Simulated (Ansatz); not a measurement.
# BH5SSiZn: up Jacob's ladder to CCSD(T)

One table from this session's results is given with a row withheld; the runs are named, their logs left out.

Method: functionals in def2-TZVPP, the program's frozen cores in correlated methods; program: Ansatz 0.2.0, Gaussian basis.

The runs, in order: LDA (SPW92), PBE-D4, revPBE-D4, BLYP-D4, r2SCAN-D4, B97M-V, PBE0-D4, B3LYP-D4, r2SCANh-D4, r2SCAN0-D4, HSE06-D4, BHLYP-D4, CAM-B3LYP-D4, LC-ωPBE, ωB97X-V, ωB97M-V, B2PLYP, PBE-QIDH; CCSD(T)/def2-SVP; CCSD(T)/def2-TZVPP; MP2/def2-QZVPP; extrapolation to the limit; RPA on PBE.

### Structure used throughout

All runs share one geometry, relaxed beforehand with PBE0-D4 in a triple-zeta def2 set.

9 atoms, charge 0, spin multiplicity 1.

Atoms are counted from 1 here; the program's logs count them from 0.

Bond lengths: B1–Zn2 2.056 Å, B1–H5 1.197 Å, B1–H6 1.197 Å, Zn2–S3 2.187 Å, S3–Si4 2.124 Å, Si4–H7 1.485 Å, Si4–H8 1.485 Å, Si4–H9 1.495 Å. Angles: Zn2–B1–H5 121.8°, Zn2–B1–H6 121.8°, H5–B1–H6 116.4°, B1–Zn2–S3 179.0°, Zn2–S3–Si4 93.2°, S3–Si4–H7 111.0°, S3–Si4–H8 110.9°, S3–Si4–H9 110.7°, H7–Si4–H8 108.8°, H7–Si4–H9 107.7°, H8–Si4–H9 107.7°.

Set-up of the first run:

in.yaml

```yaml
crystal:
  periodic: [false, false, false]
  atoms:
    - {symbol: B, position_ang: [-0.673857, 2.142560, -1.590754]}
    - {symbol: Zn, position_ang: [0.442379, 1.083508, -0.227613]}
    - {symbol: S, position_ang: [1.653783, -0.012420, 1.225753]}
    - {symbol: Si, position_ang: [0.392959, -1.721237, 1.169305]}
    - {symbol: H, position_ang: [-0.352862, 3.236273, -1.955969]}
    - {symbol: H, position_ang: [-1.679956, 1.698422, -2.062812]}
    - {symbol: H, position_ang: [-0.184233, -2.000380, 2.509003]}
    - {symbol: H, position_ang: [1.144154, -2.918211, 0.712408]}
    - {symbol: H, position_ang: [-0.742358, -1.508505, 0.220690]}
basis:
  gaussian: {orbitals: def2-TZVPP}
hamiltonian: {xc: lda}
output: {orbitals: {seedname: orbitals}}
```

Steps of the session up to this table: LDA; PBE-D4 (GGA); revPBE-D4 (GGA); BLYP-D4 (GGA); r2SCAN-D4 (meta-GGA); B97M-V (meta-GGA); PBE0-D4 (hybrid); B3LYP-D4 (hybrid); r2SCANh-D4 (hybrid); r2SCAN0-D4 (hybrid); HSE06-D4 (hybrid); BHLYP-D4 (hybrid); CAM-B3LYP-D4 (range-separated); LC-ωPBE (range-separated); ωB97X-V (range-separated); ωB97M-V (range-separated); B2PLYP (double hybrid); PBE-QIDH (double hybrid).

One of the session's tables, all rows but one given; the rest of the session is left out.

It belongs to the step «Orbital energies across the functionals». 

| functional | HOMO (eV) | LUMO (eV) | gap (eV) |
| --- | --- | --- | --- |
| LDA (SPW92) | -6.28 | -4.02 | 2.26 |
| PBE-D4 | -6.16 | -3.73 | 2.43 |
| revPBE-D4 | -6.11 | -3.61 | 2.50 |
| BLYP-D4 | -5.98 | -3.56 | 2.42 |
| r2SCAN-D4 | -6.41 | -3.40 | 3.01 |
| B97M-V | ? | ? | ? |
| PBE0-D4 | -7.25 | -2.75 | 4.50 |
| B3LYP-D4 | -7.01 | -2.96 | 4.04 |
| r2SCANh-D4 | -6.81 | -3.07 | 3.74 |
| r2SCAN0-D4 | -7.43 | -2.58 | 4.85 |
| HSE06-D4 | -6.86 | -3.13 | 3.73 |
| BHLYP-D4 | -8.22 | -1.75 | 6.47 |
| CAM-B3LYP-D4 | -8.50 | -1.68 | 6.82 |
| LC-ωPBE | -9.89 | -0.50 | 9.39 |
| ωB97X-V | -9.53 | -0.61 | 8.92 |
| ωB97M-V | -9.38 | -0.86 | 8.52 |

**Question.** Estimate the row for B97M-V.

**Answer.** HOMO (eV): -6.51; LUMO (eV): -3.49; gap (eV): 3.01. In the column «HOMO (eV)» it lies between r2SCANh-D4 (-6.81) and r2SCAN-D4 (-6.41).
